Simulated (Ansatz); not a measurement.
# CsPbI2Br: band gap under strain

Aim: follow the gap of CsPbI2Br in the database structure through these states: no strain; +0.4 % biaxial strain in x and y, z held; -3.8 % shear in the xy plane. The table at the end shows which levels were run.

Program: Ansatz 0.2.0. PAW datasets, plane waves. (Simulation; spin polarisation is off.)

### 1 Starting point

The unstrained cell was relaxed with r2SCAN; in each strained cell the atoms were relaxed again with r2SCAN. Names of k-points are those of the unstrained zone, where strain can split equivalent points. First state: no strain.

The symmetry is P4/mmm (No. 123, tetragonal); a = 6.365 Å, c = 5.924 Å in the conventional setting, 48.00 Å³ an atom. Near Cs stand 8 I at 4.35 Å; near Pb stand 2 Br at 2.96 Å and 4 I at 3.18 Å; near I stand 2 Pb at 3.18 Å and 4 Cs at 4.35 Å; near Br stand 2 Pb at 2.96 Å.

Coordinates:

```
Cs Pb I Br
1.0
     6.36512    0.00000    0.00000
     0.00000    6.36512    0.00000
     0.00000    0.00000    5.92424
Cs Pb I Br
1 1 2 1
Direct
  0.50000 0.50000 0.50000
  0.00000 0.00000 0.00000
  0.00000 0.50000 0.00000
  0.50000 0.00000 0.00000
  0.00000 0.00000 0.50000
```

### 2 No strain: PBE

input.yaml reads:

```yaml
crystal:
  lattice:
    - [6.3651183497, 0.0, 0.0]
    - [0.0, 6.3651183497, 0.0]
    - [0.0, 0.0, 5.9242421599]
  atoms:
    - { symbol: Cs, position: [0.5, 0.5, 0.5] }
    - { symbol: Pb, position: [0.0, 0.0, 0.0] }
    - { symbol: I, position: [0.0, 0.5, 0.0] }
    - { symbol: I, position: [0.5, 0.0, 0.0] }
    - { symbol: Br, position: [0.0, 0.0, 0.5] }
kpoints:
  mp_grid: { grid: [4, 4, 4] }
  band_path:
    path:
      - [0.0, 0.0, 0.0]
      - [0.0, 0.5, 0.0]
      - [0.5, 0.5, 0.0]
      - [0.0, 0.0, 0.5]
      - [0.0, 0.5, 0.5]
      - [0.5, 0.5, 0.5]
    npoints: 1
hamiltonian:
  xc: pbe
scf:
  occupations: { method: fermi_dirac, width: 0.02 }
  n_extra_bands: 5
output:
  forces: true
  stress: true
  eigenvalues: true
  write_density: true
  write_potential: true
  elf: true
  volumetric_format: npy
```

On the command line:

```console
ansatz run input.yaml --threads 4 --pin off --max-ram 4608MiB --backend cpu --events-out ev --progress --plain --runs-dir out
```

Further steps of the session: No strain: r2SCAN; No strain: HSE06; +0.4 % biaxial strain in x and y, z held: PBE; +0.4 % biaxial strain in x and y, z held: r2SCAN; +0.4 % biaxial strain in x and y, z held: HSE06; -3.8 % shear in the xy plane: PBE; -3.8 % shear in the xy plane: r2SCAN; -3.8 % shear in the xy plane: HSE06.

Before running it: what results should come out?

The runs gave:

Least gap in eV (negative: overlap), with the change from the unstrained cell in brackets:

| state | volume change (%) | PBE | r2SCAN | HSE06 |
| --- | --- | --- | --- | --- |
| no strain | +0.0 | 1.42 | 1.75 | 2.01 |
| +0.4 % biaxial strain in x and y, z held | +0.8 | 1.44 (+0.02) | 1.77 (+0.02) | 2.03 (+0.02) |
| -3.8 % shear in the xy plane | -0.0 | 1.38 (-0.04) | 1.70 (-0.05) | 1.97 (-0.04) |

In words: The largest move of the HSE06 gap in the table is -0.040 eV, under -3.8 % shear in the xy plane. PBE and HSE06 differ by 0.59 eV on the unstrained gap, and by at most 0.00 eV on its change. Spin-orbit coupling is left out of the table, though the cell holds Pb (Z = 82); in an element this heavy it can shift bands and gaps by tenths of an eV.
